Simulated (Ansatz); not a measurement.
# CH7AlOSi: up Jacob's ladder to CCSD(T)

One table from this session's results is given with a row withheld; the runs are named, their logs left out.

Program: Ansatz 0.2.0, Gaussian basis. Level of theory: functionals in def2-TZVPP, the program's frozen cores in correlated methods. These are calculated values, not measurements.

Plan: LDA (SPW92), PBE-D4, revPBE-D4, BLYP-D4, r2SCAN-D4, B97M-V, PBE0-D4, B3LYP-D4, r2SCANh-D4, r2SCAN0-D4, HSE06-D4, BHLYP-D4, CAM-B3LYP-D4, LC-ωPBE, ωB97X-V, ωB97M-V, B2PLYP, PBE-QIDH; CCSD(T)/def2-SVP; CCSD(T)/def2-TZVPP; MP2/def2-QZVPP; extrapolation to the limit; RPA on PBE.

### Structure used throughout

The geometry comes from an earlier relaxation with PBE0-D4 in a triple-zeta def2 set; it is a stationary point, not always the lowest conformer.

11 atoms, charge 0, spin multiplicity 1.

Atoms are counted from 1 here; the program's logs count them from 0.

Bond lengths: O1–C2 1.516 Å, O1–Al3 1.970 Å, O1–H5 0.961 Å, C2–Al3 1.947 Å, C2–H6 1.088 Å, C2–H7 1.087 Å, Al3–Si4 2.447 Å, Al3–H8 1.591 Å, Si4–H9 1.494 Å, Si4–H10 1.493 Å, Si4–H11 1.493 Å. Angles: C2–O1–Al3 66.4°, C2–O1–H5 111.0°, Al3–O1–H5 120.9°, O1–C2–Al3 68.0°, O1–C2–H6 109.5°, O1–C2–H7 106.9°, Al3–C2–H6 121.1°, Al3–C2–H7 126.2°, H6–C2–H7 111.1°, O1–Al3–C2 45.5°, O1–Al3–Si4 111.3°, O1–Al3–H8 108.2°, C2–Al3–Si4 120.4°, C2–Al3–H8 115.3°, Si4–Al3–H8 124.3°, Al3–Si4–H9 111.4°, Al3–Si4–H10 112.0°, Al3–Si4–H11 113.0° and more.

Set-up of the first run:

File in.yaml:

```yaml
crystal:
  periodic: [false, false, false]
  atoms:
    - {symbol: O, position_ang: [-1.102250, 1.234890, -0.382017]}
    - {symbol: C, position_ang: [-0.286213, 1.531716, 0.860639]}
    - {symbol: Al, position_ang: [-0.458325, -0.381661, 0.541890]}
    - {symbol: Si, position_ang: [1.206070, -1.569349, -0.803209]}
    - {symbol: H, position_ang: [-2.009560, 1.534757, -0.278607]}
    - {symbol: H, position_ang: [-0.911696, 2.038546, 1.593202]}
    - {symbol: H, position_ang: [0.543339, 2.161688, 0.550995]}
    - {symbol: H, position_ang: [-1.701674, -1.078497, 1.248233]}
    - {symbol: H, position_ang: [2.121755, -2.380808, 0.053583]}
    - {symbol: H, position_ang: [2.068262, -0.632121, -1.581810]}
    - {symbol: H, position_ang: [0.595689, -2.516262, -1.782399]}
basis:
  gaussian: {orbitals: def2-TZVPP}
hamiltonian: {xc: lda}
output: {orbitals: {seedname: orbitals}}
```

Started as:

```
> ansatz run in.yaml --threads 2 --pin off --events-out ev --progress --plain --max-ram 4352MiB
```

Among the steps run: LDA; PBE-D4 (GGA); revPBE-D4 (GGA); BLYP-D4 (GGA); r2SCAN-D4 (meta-GGA); B97M-V (meta-GGA); PBE0-D4 (hybrid); B3LYP-D4 (hybrid); r2SCANh-D4 (hybrid); r2SCAN0-D4 (hybrid); HSE06-D4 (hybrid); BHLYP-D4 (hybrid); CAM-B3LYP-D4 (range-separated); LC-ωPBE (range-separated); ωB97X-V (range-separated); ωB97M-V (range-separated); B2PLYP (double hybrid); PBE-QIDH (double hybrid).

One of the session's tables, all rows but one given; the rest of the session is left out.

It belongs to the step «Orbital energies across the functionals». 

| functional | HOMO (eV) | gap (eV) |
| --- | --- | --- |
| LDA (SPW92) | -6.05 | 4.33 |
| PBE-D4 | -5.95 | 4.40 |
| revPBE-D4 | -5.91 | 4.45 |
| BLYP-D4 | -5.82 | 4.38 |
| r2SCAN-D4 | -6.19 | 4.97 |
| B97M-V | -6.28 | 4.81 |
| PBE0-D4 | -7.09 | 6.34 |
| B3LYP-D4 | -6.90 | 5.94 |
| r2SCANh-D4 | -6.61 | 5.66 |
| r2SCAN0-D4 | -7.24 | 6.68 |
| HSE06-D4 | -6.69 | 5.58 |
| BHLYP-D4 | -8.12 | 8.16 |
| CAM-B3LYP-D4 | -8.38 | 8.58 |
| LC-ωPBE | -9.70 | 11.00 |
| ωB97X-V | ? | ? |
| ωB97M-V | -9.14 | 9.98 |

Q: Estimate the row for ωB97X-V from the others.

As computed: HOMO (eV): -9.37; gap (eV): 10.53. In the column «HOMO (eV)» it lies between LC-ωPBE (-9.70) and ωB97M-V (-9.14).
